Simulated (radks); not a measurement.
**Ar⁺ in [He] 2s2 2p4 3s2 3p5 4s2: an all-electron calculation**

The task here is to estimate one member of a computed series from the others.

Method: Dirac Kohn-Sham, revPBE, spin-unpolarised, spherical densities, point nucleus; open shells fill j = l - 1/2 first. Code: radks (a radial shooting solver on a logarithmic mesh, Libxc functionals) version 1.

## What is computed

* element: argon (Z = 18)
* charge: +1
* electrons: 17
* configuration: [He] 2s2 2p4 3s2 3p5 4s2

The first run:

The run's settings:

```text
Z 18
configuration [He] 2s2 2p4 3s2 3p5 4s2 3d0 4p0
relativity Dirac
functional pbe_r,pbe
spin unpolarised
j_filling energy
nucleus point
c 137.035999084
```

One table of the session follows, with a row left open; its other results are not shown here.

It belongs to the step «Orbitals and density». Sizes of the orbitals, from the radial functions (bohr):

| level | <r> | outermost maximum (interpolated) | 90 % within | nodes |
| --- | --- | --- | --- | --- |
| 1s1/2 | 0.08560 | 0.0560 | 0.153 | 0 |
| 2s1/2 | 0.3979 | 0.330 | 0.617 | 1 |
| 2p1/2 | 0.3541 | 0.270 | 0.581 | 0 |
| 2p3/2 | 0.3563 | 0.272 | 0.584 | 0 |
| 3s1/2 | 1.197 | 1.05 | 1.78 | 2 |
| 3p1/2 | 1.263 | 1.08 | 1.92 | 1 |
| 3p3/2 | 1.269 | 1.08 | 1.93 | 1 |
| 3d3/2 | 1.469 | 1.08 | 2.44 | 0 |
| 3d5/2 | ? | ? | ? | ? |
| 4s1/2 | 3.424 | 3.06 | 4.97 | 3 |
| 4p1/2 | 3.978 | 3.49 | 5.85 | 2 |
| 4p3/2 | 3.991 | 3.50 | 5.87 | 2 |

Estimate the missing values for 3d5/2.

The run gave: <r>: 1.471; outermost maximum (interpolated): 1.08; 90 % within: 2.44; nodes: 0. In the column «<r>» it lies between 3d3/2 (1.469) and 4s1/2 (3.424).
